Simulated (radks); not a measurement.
# Ionisation of Dy⁺: one atom, several choices of exchange strength α

The task here is to estimate one member of a computed series from the others.

The numbers are computed with radks (a radial shooting solver on a logarithmic mesh, Libxc functionals) version 1 (scalar-relativistic Kohn-Sham, spin-polarised, spherical densities, finite nucleus; open shells are filled with parallel spins first), except any that are marked as measured or tabulated.

## What is computed

```
element       : dysprosium (Z = 66)
charge        : +1
electrons     : 65
configuration : [Xe] 4f10 6s1
ion           : Dy²⁺, [Xe] 4f10
choices       : α = 0.641; α = 0.667; α = 0.813; α = 0.858; α = 0.91; α = 0.925; α = 1.025
```

Outer shells as boxes (Hund's rule):

Dy⁺
```
[Xe] core
4f [↑↓][↑↓][↑↓][↑ ][↑ ][↑ ][↑ ]
6s [↑ ]
```

Dy²⁺
```
[Xe] core
4f [↑↓][↑↓][↑↓][↑ ][↑ ][↑ ][↑ ]
```

Set-up of the first run:

The run's settings:

```text
Z 66
configuration [Xe] 4f10 6s1
relativity scalar-relativistic
functional xalpha 0.641
spin polarised
nucleus finite rms 5.2218 fm
c 137.035999084
```

Among the steps run: α = 0.641: Dy⁺.

One of the session's tables, all rows but one given; the rest of the session is left out.

It belongs to the step «α = 0.641: Dy⁺». From the orbitals of this run (lengths in bohr):

| level | <r> | outermost maximum (interpolated) | 90 % within | nodes |
| --- | --- | --- | --- | --- |
| 5s up | 1.299 | 1.16 | 1.88 | 4 |
| 5s down | 1.309 | 1.16 | 1.90 | 4 |
| 5p up | ? | ? | ? | ? |
| 5p down | 1.558 | 1.33 | 2.30 | 3 |
| 4f up | 0.8732 | 0.539 | 1.53 | 0 |
| 6s up | 3.735 | 3.26 | 5.43 | 5 |
| 6s down | 3.778 | 3.22 | 5.58 | 5 |
| 4f down | 0.9093 | 0.540 | 1.62 | 0 |

Estimate the missing values for 5p up.

As computed: <r>: 1.546; outermost maximum (interpolated): 1.32; 90 % within: 2.29; nodes: 3. In the column «<r>» it lies between 5s down (1.309) and 5p down (1.558).

To keep in mind: Open shells are spherical and high-spin; term and fine-structure splittings are not resolved.
